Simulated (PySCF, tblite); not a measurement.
**C₃H₆BO radical: geometry, infrared bands and EPR parameters**

Aim: predict the infrared bands and EPR parameters of C₃H₆BO radical (`[BH]/C=C/OC`).

Computed with tblite 0.8.0 and PySCF 2.14.0, with density-fitted response routines of our own, on a single molecule in the gas phase. Atoms count from 0, in the outputs and in this text.

### 1 The starting structure

11 atoms, charge 0, multiplicity 2; geometry from: force field or distance geometry start.

Bonds of the start (Å): B0–C1 1.57, C1–C2 1.34, C2–O3 1.40, O3–C4 1.41, B0–H5 1.15, C1–H6 1.07, C2–H7 1.07, C4–H8 1.12, C4–H9 1.11, C4–H10 1.12.

### 2 Optimising the geometry with GFN2-xTB

The job: settings as JSON, then the geometry in Å.

```
{"job": {"kind": "relax", "xc": "GFN2-xTB", "basis": "xTB"}, "charge": 0, "multiplicity": 2}
B      2.649800     0.104700    -0.131800
C      1.120300    -0.229900    -0.189900
C      0.374400    -0.166300     0.927000
O     -0.985000    -0.474800     0.800900
C     -1.844600     0.190700    -0.097600
H      3.396500    -0.089100    -0.988700
H      0.708700    -0.527800    -1.136900
H      0.823900     0.139700     1.850400
H     -2.853700    -0.276900     0.026500
H     -1.851800     1.284900     0.078000
H     -1.533100     0.047400    -1.163900
```

Run with:

```bash
$ OMP_NUM_THREADS=1 python probes_run.py task.json out
```

One launch serves the whole session: the jobs run in the order shown.

What it wrote:

```text
step      E/eV     max force
  0    -397.81262    2.968
  1    -398.04770    1.188
  2    -398.15123    1.257
  3    -398.22879    1.102
  4    -398.32218    0.962
  5    -398.37596    0.829
  6    -398.44662    0.906
  7    -398.48685    0.628
  8    -398.51725    0.335
  9    -398.52516    0.271
 10    -398.53462    0.246
 11    -398.54213    0.263
 12    -398.54802    0.228
 13    -398.55250    0.245
 14    -398.55838    0.228
 15    -398.56478    0.256
 16    -398.57019    0.250
 17    -398.57481    0.249
 18    -398.57923    0.176
 19    -398.58332    0.178
 20    -398.58716    0.138
 21    -398.58984    0.142
 22    -398.59187    0.161
 23    -398.59425    0.183
 24    -398.59880    0.144
 25    -398.60133    0.154
 26    -398.60317    0.146
 27    -398.60480    0.129
 28    -398.60695    0.147
 29    -398.60915    0.150
 30    -398.61124    0.142
 31    -398.61310    0.110
 32    -398.61488    0.126
 33    -398.61544    0.176
 34    -398.61811    0.151
 35    -398.62002    0.151
 36    -398.62768    0.218
 37    -398.63096    0.158
 38    -398.63345    0.151
 39    -398.63443    0.122
 40    -398.63566    0.121
 41    -398.63778    0.148
 42    -398.64031    0.171
 43    -398.64307    0.194
 44    -398.64711    0.216
 45    -398.65377    0.253
 46    -398.65967    0.293
 47    -398.66170    0.329
 48    -398.66934    0.173
 49    -398.67113    0.112
 50    -398.67272    0.097
 51    -398.67389    0.099
 52    -398.67519    0.120
 53    -398.67671    0.132
 54    -398.67810    0.098
 55    -398.67907    0.066
 56    -398.67964    0.065
 57    -398.68013    0.062
 58    -398.68077    0.076
 59    -398.68150    0.089
 60    -398.68229    0.097
 61    -398.68296    0.076
 62    -398.68352    0.047
 63    -398.68377    0.048
 64    -398.68402    0.040
 65    -398.68409    0.033
 66    -398.68414    0.021
 67    -398.68418    0.012
 68    -398.68421    0.013
 69    -398.68422    0.009
```

Run time: 0.17 s. Hardware: 1 thread of Arm Neoverse V2, shared host.

The steps of the relaxation: (not every step is listed)

```
step  energy from step 0 (eV)  largest force (eV/Å)
   0                   0.0000                2.9677
   1                  -0.2351                1.1876
   2                  -0.3386                1.2566
   3                  -0.4162                1.1025
   4                  -0.5096                0.9618
   5                  -0.5633                0.8286
   6                  -0.6340                0.9058
   7                  -0.6742                0.6278
   8                  -0.7046                0.3353
  13                  -0.7399                0.2451
  18                  -0.7666                0.1762
  23                  -0.7816                0.1828
  28                  -0.7943                0.1466
  33                  -0.8028                0.1763
  38                  -0.8208                0.1507
  43                  -0.8305                0.1945
  48                  -0.8567                0.1734
  53                  -0.8641                0.1316
  58                  -0.8682                0.0755
  63                  -0.8712                0.0485
  64                  -0.8714                0.0397
  65                  -0.8715                0.0328
  66                  -0.8715                0.0212
  67                  -0.8716                0.0120
  68                  -0.8716                0.0125
  69                  -0.8716                0.0093
```

Distances of close pairs at the start and the end, largest changes first:

```
  bond  before (Å)  after (Å)  change (Å)
 B0–C1       1.567      1.433      -0.134
 C1–C2       1.345      1.379      +0.034
 C4–H8       1.119      1.089      -0.030
 C2–O3       1.400      1.372      -0.027
C4–H10       1.120      1.097      -0.023
 C1–H6       1.075      1.091      +0.016
 C4–H9       1.108      1.097      -0.011
 O3–C4       1.410      1.401      -0.010
```

The final coordinates are the input of the step that follows.

### 3 Infrared spectrum with GFN2-xTB

The job: settings as JSON, then the geometry in Å.

```
{"job": {"kind": "ir", "xc": "GFN2-xTB", "basis": "xTB"}, "charge": 0, "multiplicity": 2}
B      2.504642     0.025494    -0.452968
C      1.091191     0.012175    -0.220145
C      0.337663    -0.212638     0.912095
O     -1.028756    -0.180186     1.036560
C     -1.788863     0.103272    -0.105326
H      3.605615    -0.072693    -0.752605
H      0.520210     0.249678    -1.118480
H      0.787283    -0.451508     1.861083
H     -2.831036     0.068495     0.209492
H     -1.566999     1.101603    -0.501521
H     -1.625525    -0.641020    -0.894150
```

What it wrote:

```text
mode    cm-1     km/mol
  1     122.4      4.74
  2     143.0      2.47
  3     185.2      0.21
  4     190.2      0.66
  5     255.2      1.11
  6     316.0      1.14
  7     530.8     56.45
  8     583.4     23.31
  9     602.4     75.98
 10     799.2     30.52
 11     934.9     43.47
 12    1055.7     73.42
 13    1119.3      2.19
 14    1145.4      4.73
 15    1165.9     99.69
 16    1249.6     14.19
 17    1302.4     52.70
 18    1401.2      0.73
 19    1471.7      3.69
 20    1482.7     16.70
 21    1492.6    119.50
 22    2860.1     74.45
 23    2900.0     52.41
 24    2919.8     31.22
 25    2961.6     21.07
 26    3021.9     20.05
 27    3109.8     37.60
```

Wall time 0.12 s (1 thread of Arm Neoverse V2, shared host).

The strongest bands and the atoms that carry them (share of the mass-weighted mode):

```
cm⁻¹  km/mol                                atoms
 531    56.5            H5 38 %, B0 17 %, C2 14 %
 602    76.0   H7 19 %, H5 18 %, B0 17 %, O3 15 %
1056    73.4   H6 34 %, C4 17 %, O3 16 %, B0 12 %
1166    99.7            H6 30 %, O3 28 %, C2 22 %
1302    52.7   C1 24 %, B0 23 %, H7 22 %, C2 16 %
1493   119.5  C2 32 %, C1 27 %, H9 12 %, H10 12 %
2860    74.5                     H5 89 %, B0 10 %
2900    52.4                    H10 46 %, H9 45 %
```

### 4 EPR parameters: B3LYP/pcH-1

Same as in step 3 but for these lines:

```diff
@@ -1,2 +1,2 @@
-{"job": {"kind": "ir", "xc": "GFN2-xTB", "basis": "xTB"}, "charge": 0, "multiplicity": 2}
+{"job": {"kind": "epr", "basis": "pcH-1"}, "charge": 0, "multiplicity": 2}
 B      2.504642     0.025494    -0.452968
```

Level: UKS B3LYP, pcH-1 on B C H O, non-relativistic, mean-field spin-orbit, GIAO.

What it wrote:

```text
UKS, coarse grid
  cycle   1  E = -217.82032818  |g| = 4.20e-01
  cycle   2  E = -217.70457972  |g| = 6.76e-01
  cycle   3  E = -217.89102122  |g| = 1.05e-01
  cycle   4  E = -217.89545478  |g| = 4.59e-02
  cycle   5  E = -217.89652911  |g| = 1.13e-02
  cycle   6  E = -217.89663125  |g| = 3.43e-03
  cycle   7  E = -217.89665188  |g| = 1.40e-03
  cycle   8  E = -217.89665421  |g| = 8.20e-04
UKS, final grid
  cycle   1  E = -217.89661172  |g| = 1.35e-03
  cycle   2  E = -217.89661020  |g| = 2.26e-03
  cycle   3  E = -217.89661273  |g| = 8.53e-05
  cycle   4  E = -217.89661278  |g| = 7.37e-05
  cycle   5  E = -217.89661290  |g| = 6.40e-05
  cycle   6  E = -217.89661300  |g| = 5.67e-05
  cycle   7  E = -217.89661318  |g| = 5.19e-05
  cycle   8  E = -217.89661333  |g| = 1.72e-05
  cycle   9  E = -217.89661334  |g| = 9.16e-06
E = -217.89661334 Eh   <S^2> = 0.7708 (exact 0.7500)
g shifts (ppm)      1          2          3
  rmc          -139       -139       -139
  gc             39         -3         24
  oz_so       -1470        -28       1879
  total       -1569       -170       1765
hyperfine (MHz)  atom isotope    a_iso     a_fc   dipolar eigenvalues
    0   11B      54.23      54.23    -35.28    -33.27     68.54
    1   13C     -47.05     -47.05    -24.73      9.42     15.31
    2   13C      51.84      51.84    -47.02    -46.20     93.22
    3   17O     -14.09     -14.09    -40.86     19.10     21.76
    4   13C      -3.30      -3.30     -1.02     -0.54      1.56
    5    1H     -47.18     -47.18    -17.71      3.79     13.92
    6    1H       5.94       5.94     -4.51     -2.64      7.15
    7    1H     -37.60     -37.60    -19.43     -1.84     21.27
    8    1H      -1.39      -1.39     -2.02     -1.66      3.68
    9    1H       9.81       9.81     -2.18     -1.73      3.91
   10    1H       9.04       9.04     -2.23     -1.74      3.97
```

Wall time 19 s (1 thread of Arm Neoverse V2, shared host); peak memory 0.65 GiB.

Principal g values 2.00075, 2.00215, 2.00408; g(iso) = 2.00233, against 2.00232 for a free electron.

Mean a(iso) over the nuclei that a row names, and the largest dipolar term of the row (other rows stand at the frozen geometry):

```
     nuclei  isotope  a(iso) (MHz)  a(iso) (G, at g = 2.0023)  largest dipolar term (MHz)
         B0      11B          54.2                       19.4                        68.5
         C2      13C          51.8                       18.5                        93.2
         H5       1H         -47.2                      -16.8                       -17.7
         C1      13C         -47.1                      -16.8                       -24.7
         H7       1H         -37.6                      -13.4                        21.3
         O3      17O         -14.1                       -5.0                       -40.9
         H6       1H           5.9                        2.1                         7.1
H8, H9, H10       1H           5.8                        2.1                         4.0
         C4      13C          -3.3                       -1.2                         1.6
```

Mulliken spin populations:

```
atom  value (e)
  B0       0.68
  C1      -0.23
  C2       0.53
  O3       0.07
  C4      -0.01
  H5      -0.04
  H6       0.00
  H7      -0.03
  H8       0.00
  H9       0.01
 H10       0.01
```

In first order the couplings over 0.8 MHz of 11B, 1H give 128 distinct lines over 96.7 G, if the averaged nuclei exchange fast; the same motion can average rows kept apart here too.

Orbitals, density, ELF and potential are computed afterwards from the orbital file.

ELF in a plane through or near 9 of the atoms.

Values, 10 rows by 14 columns:
```
0.00 0.00 0.00 0.00 0.00 0.00 0.00 0.00 0.00 0.00 0.00 0.00 0.00 0.00
0.00 0.00 0.00 0.00 0.00 0.01 0.13 0.00 0.00 0.00 0.00 0.00 0.00 0.00
0.00 0.00 0.00 0.00 0.00 0.87 0.99 0.07 0.09 0.04 0.00 0.00 0.00 0.00
0.00 0.00 0.00 0.00 0.00 0.29 0.99 0.29 0.88 0.57 0.00 0.00 0.00 0.00
0.00 0.00 0.40 0.41 0.09 0.37 0.65 0.77 0.37 0.26 0.94 0.72 0.00 0.00
0.00 0.04 1.00 1.00 0.90 0.80 0.28 0.04 0.46 0.16 1.00 0.90 0.00 0.00
0.00 0.01 0.98 0.99 0.17 0.42 1.00 0.23 0.44 0.34 0.18 0.06 0.00 0.00
0.00 0.00 0.02 0.06 0.01 0.04 0.77 0.02 0.02 0.01 0.00 0.00 0.00 0.00
0.00 0.00 0.00 0.00 0.00 0.00 0.00 0.00 0.00 0.00 0.00 0.00 0.00 0.00
0.00 0.00 0.00 0.00 0.00 0.00 0.00 0.00 0.00 0.00 0.00 0.00 0.00 0.00
```
The map spans 12.5 Å across and 9.1 Å up, centred on the molecule. Atoms in the plane (x, y in Å): B0 (-2.5, -0.3), C1 (-1.1, -0.2), C2 (-0.3, 1.0), O3 (1.1, 1.0), C4 (1.8, -0.2), H5 (-3.6, -0.5), H6 (-0.6, -1.1), H7 (-0.7, 2.0), H8 (2.8, 0.0).

On the surface of density 0.002 e/bohr³ the electrostatic potential runs, from the 1st to the 99th percentile, from -1.22 V near O3 to 1.68 V near B0.

The spin density lies nearest to B0 38 %; C2 30 %; C1 9 % (beta excess); O3 8 %.

### 5 Summary of results

```
                                                                  quantity                  value
                                 strongest single infrared mode (GFN2-xTB)  1493 cm⁻¹, 120 km/mol
                                              zero-point energy (GFN2-xTB)          50.5 kcal/mol
                                                            g(iso) (B3LYP)                2.00233
                                                                      ⟨S²⟩     0.771 (exact 0.75)
                                        largest a(iso) (averaged by class)    11B on B0, 54.2 MHz
potential on the surface of density 0.002 e/bohr³, 1st and 99th percentile     -1.22 V and 1.68 V
```

What this shows: Over 69 steps the energy fell by 0.872 eV; of the close pairs, B0–C1 changed most, 1.567 to 1.433 Å. All 27 modes are real, so the xTB geometry is a minimum. The strongest single mode, at 1493 cm⁻¹, is carried by C2, C1, H9, H10. GFN2-xTB is a fitted tight-binding method: band positions and strengths are rough. Its intensities can rank the bands wrongly. The largest spin populations lie on B0 (0.68 e), C2 (0.53 e). The isotropic g lies 0.0 ppt above the free-electron value. These values are for one conformer; the search (at its own cheap level) found 1 more, at 0.10 kcal/mol, and measured spectra average over such forms.
